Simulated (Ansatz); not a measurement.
# GePdS3: the cost of one run

Method: DFT r2SCAN, scalar-relativistic, plane waves, PAW, in Ansatz 0.2.0.

## (1) Starting point

It takes space group C2/m (No. 12, monoclinic). The conventional cell has a = 14.761 Å, b = 3.472 Å, c = 9.321 Å, α = 90.00°, β = 107.21°, γ = 90.00°. Around Ge (site symmetry m) lie 4 S at 2.23 to 2.24 Å. Pd (site symmetry m) has 4 S at 2.34 Å as nearest neighbours. S (site symmetry m) is surrounded by 2 Ge at 2.23 Å. S (site symmetry m) has 1 Ge at 2.24 Å and 2 Pd at 2.34 Å as nearest neighbours.

Coordinates:

```cif
data_structure
_symmetry_space_group_name_H-M 'C2/m'
_symmetry_Int_Tables_number 12
_cell_length_a 14.7606
_cell_length_b 3.4715
_cell_length_c 9.3212
_cell_angle_alpha 90.000
_cell_angle_beta 107.211
_cell_angle_gamma 90.000
_cell_volume 456.25
loop_
_atom_site_label
_atom_site_type_symbol
_atom_site_symmetry_multiplicity
_atom_site_Wyckoff_symbol
_atom_site_fract_x
_atom_site_fract_y
_atom_site_fract_z
_atom_site_occupancy
Ge1 Ge 4 i 0.58411 0.50000 0.30071 1
Pd1 Pd 4 i 0.89003 0.50000 0.02915 1
S1 S 4 i 0.62754 0.00000 0.45637 1
S2 S 4 i 0.67108 0.50000 0.14048 1
S3 S 4 i 0.92614 0.00000 0.20502 1
```

The structure comes from the Materials Project (structure only).

## (2) Self-consistent density

File input.yaml:

```yaml
crystal:
  lattice:
    - [0.0, -3.47151536, 0.0]
    - [-7.3803138509, 1.73575768, 0.0]
    - [2.7580715701, 0.0, -8.9038541931]
  atoms:
    - { symbol: Ge, position: [0.91589077, 0.83178154, 0.69929336] }
    - { symbol: Ge, position: [0.08410923, 0.16821846, 0.30070664] }
    - { symbol: Pd, position: [0.60997481, 0.21994962, 0.97085419] }
    - { symbol: Pd, position: [0.39002519, 0.78005038, 0.02914581] }
    - { symbol: S, position: [0.37246194, 0.74492388, 0.54363193] }
    - { symbol: S, position: [0.62753806, 0.25507612, 0.45636807] }
    - { symbol: S, position: [0.82891784, 0.65783568, 0.85952358] }
    - { symbol: S, position: [0.17108216, 0.34216432, 0.14047642] }
    - { symbol: S, position: [0.0738556, 0.1477112, 0.79497942] }
    - { symbol: S, position: [0.9261444, 0.8522888, 0.20502058] }
basis:
  ecutwfc: 500
  fft_grid_basis: typed
kpoints:
  mp_grid: { grid: [8, 8, 4] }
hamiltonian:
  xc: r2scan
  pseudopotentials: { kind: paw }
scf:
  occupations: { method: gaussian, width: 0.05 }
output:
  forces: true
  stress: true
  eigenvalues: true
  bader: true
  write_density: true
  volumetric_format: npy
  elf: true
```

Launch:

```
ansatz run input.yaml --threads 2 --pin off --max-ram 4096MiB --backend cpu --events-out ev --progress --plain --runs-dir out
```

Q: Estimate wall time and peak memory on 2 threads of Arm Neoverse N1, shared host.

About 4 min, with a peak of 1.5 GiB.
